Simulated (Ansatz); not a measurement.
# H4OSi: the cost of one run

The runs use Ansatz 0.2.0, Gaussian basis; PBE0-D4/def2-TZVP structures, single points in def2-TZVPP, no counterpoise correction.

Levels: SPW92, PBE-D4, BLYP-D4, r2SCAN-D4, B97M-V, PBE0-D4, B3LYP-D4, r2SCAN0-D4, BHLYP-D4, CAM-B3LYP-D4, wB97X-V, wB97M-V, B2PLYP, PBE-QIDH, RPA on PBE, Hartree-Fock, MP2, CCSD, CCSD(T).

Correlated methods freeze the cores. B3LYP uses VWN-RPA correlation. B2PLYP carries no dispersion term here.

113 further runs of the same task are left out: 113 set aside as unsound or not needed.

## (1) Where the work starts

The complex: 15 atoms, charge 0, spin multiplicity 1.

Atoms are counted from 1 here; the program's logs count them from 0.

Bond lengths: Si1–H3 1.481 Å, Si1–H4 1.481 Å, Si1–H5 1.499 Å, Si1–O7 1.665 Å, C2–H8 1.090 Å, C2–H10 1.090 Å, C2–H11 1.090 Å, C2–H12 1.090 Å, H6–N9 1.013 Å, O7–H13 0.958 Å, N9–H14 1.012 Å, N9–H15 1.012 Å. Angles: H3–Si1–H4 111.9°, H3–Si1–H5 106.8°, H3–Si1–O7 112.9°, H4–Si1–H5 106.8°, H4–Si1–O7 112.9°, H5–Si1–O7 105.0°, H8–C2–H10 109.6°, H8–C2–H11 109.8°, H8–C2–H12 109.4°, H10–C2–H11 109.4°, H10–C2–H12 109.3°, H11–C2–H12 109.3°, Si1–O7–H13 113.4°, H6–N9–H14 108.2°, H6–N9–H15 108.2°, H14–N9–H15 107.8°.

Geometry (Å):

```
Si   -0.5633    1.5179   -0.8579
C     2.3167   -1.3674    0.3361
H    -0.2282    0.3207   -1.6619
H     0.2823    1.6231    0.3530
H    -0.2514    2.7121   -1.7090
H    -2.2702   -0.2973    0.7476
O    -2.1896    1.6400   -0.5246
H     1.3167   -0.9378    0.2812
N    -1.3382   -0.6933    0.7688
H     2.8559   -0.9320    1.1774
H     2.2486   -2.4473    0.4700
H     2.8549   -1.1527   -0.5870
H    -2.6019    2.4089   -0.9199
H    -1.3851   -1.6309    0.3906
H    -1.0471   -0.7640    1.7355
```

Its parts: SiH₄O holds atoms 1, 3, 4, 5, 7, 13; CH₄ holds atoms 2, 8, 10, 11, 12; NH₃ holds atoms 6, 9, 14, 15. Each part counts its atoms afresh in its own runs.

## (2) Relaxing SiH₄O alone

relax-a/in.yaml

```yaml
crystal:
  periodic: [false, false, false]
  atoms:
    - {symbol: Si, position_ang: [-0.563305, 1.517945, -0.857870]}
    - {symbol: H, position_ang: [-0.228171, 0.320695, -1.661940]}
    - {symbol: H, position_ang: [0.282276, 1.623100, 0.352995]}
    - {symbol: H, position_ang: [-0.251374, 2.712129, -1.708955]}
    - {symbol: O, position_ang: [-2.189617, 1.639993, -0.524557]}
    - {symbol: H, position_ang: [-2.601870, 2.408886, -0.919871]}
basis:
  gaussian: {orbitals: def2-TZVP}
hamiltonian: {xc: pbe0, dispersion: d4}
relax: {f_tol: 0.005, max_steps: 200}
```

The run is started by

```
> ansatz run in.yaml --threads 8 --pin off --events-out ev --progress --plain --max-ram 19148MiB
```

**Question.** How long does this run take on 8 threads of Arm Neoverse V2, shared host?

About 8.5 s.
